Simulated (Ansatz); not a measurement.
# Cl4Sn: the cost of one run

Program: the Python package of Ansatz 0.2.0. Level of theory: Hartree-Fock/def2-SVP. These are calculated values, not measurements.

### Step 1. Starting point

Bond lengths: Cl1–Sn2 2.345 Å, Sn2–Cl3 2.328 Å, Sn2–Cl4 2.307 Å, Sn2–Cl5 2.355 Å. Angles: Cl1–Sn2–Cl3 108.0°, Cl1–Sn2–Cl4 111.7°, Cl1–Sn2–Cl5 110.8°, Cl3–Sn2–Cl4 108.0°, Cl3–Sn2–Cl5 109.5°, Cl4–Sn2–Cl5 108.8°.

No structure file is read: the coordinates are typed or built in the script.

### Step 2. Script

File cl4sn.py:

```python
"""Geometry optimisation of Cl4Sn."""

import ansatz as az
from ase import Atoms
import numpy as np

atoms = Atoms(["Cl", "Sn", "Cl", "Cl", "Cl"], positions=[
    (-1.0901, -0.2014, 2.0687),
    (-0.0114, -0.0091, -0.0043),
    (1.9101, -1.3223, 0.0598),
    (-1.3373, -0.7713, -1.7315),
    (0.5786, 2.2304, -0.4341),
])
cl4sn = az.Crystal.molecule_from_ase(atoms)

setup = cl4sn.calculation()
setup = setup.basis(gaussian="def2-SVP")
setup = setup.functional("HF")
symbols = [site.symbol for site in cl4sn.cartesian_sites]
start = np.array([site.position_ang for site in cl4sn.cartesian_sites], dtype=float)
def progress(event):
    if event["event"] == "relax_step":
        row = event["data"]
        print(f"step {row['step']:3d}  E = {row['lagrangian_ev']:.6f} eV  largest force component {row['allowed_force_max_ev_ang']:.4f} eV/A")


summary = setup.relax(force_tolerance=0.01).session().plan().execute(on_event=progress).report
end = np.array(summary["positions_ang"])

print(f"E = {summary['free_energy_ev']:.6f} eV = {summary['free_energy_ev'] / 27.211386246:.7f} Ha")
print("converged:", summary["converged"], " doubts:", summary["published_state_doubts"] or "none")

print("final positions (A) and the move of each atom")
for symbol, xyz, old in zip(symbols, end, start):
    print(f"{symbol:2s} {xyz[0]:10.5f} {xyz[1]:10.5f} {xyz[2]:10.5f}   {np.linalg.norm(xyz - old):7.4f}")
with open("cl4sn_opt.xyz", "w") as handle:
    handle.write(f"{len(symbols)}\nrelaxed Cl4Sn\n")
    handle.writelines(f"{s:2s} {x:11.6f} {y:11.6f} {z:11.6f}\n" for s, (x, y, z) in zip(symbols, end))
```

### Step 3. The calls as engine input

The package turns the script's settings into the engine's input:

```yaml
crystal:
  periodic: [false, false, false]
  atoms:
    - { symbol: Cl, position_ang: [-1.0901, -0.2014, 2.0687] }
    - { symbol: Sn, position_ang: [-0.0114, -0.0091, -0.0043] }
    - { symbol: Cl, position_ang: [1.9101, -1.3223, 0.0598] }
    - { symbol: Cl, position_ang: [-1.3373, -0.7713, -1.7315] }
    - { symbol: Cl, position_ang: [0.5786, 2.2304, -0.4341] }
basis:
  gaussian:
    orbitals: def2-SVP
hamiltonian:
  xc: hf
relax:
  f_tol: 0.01
```

### Step 4. Running it

Command:

```bash
python cl4sn.py
```

What time and memory should one allow on 1 thread of Arm Neoverse V2, shared host?

About 9.7 s, with a peak of 0.31 GiB.
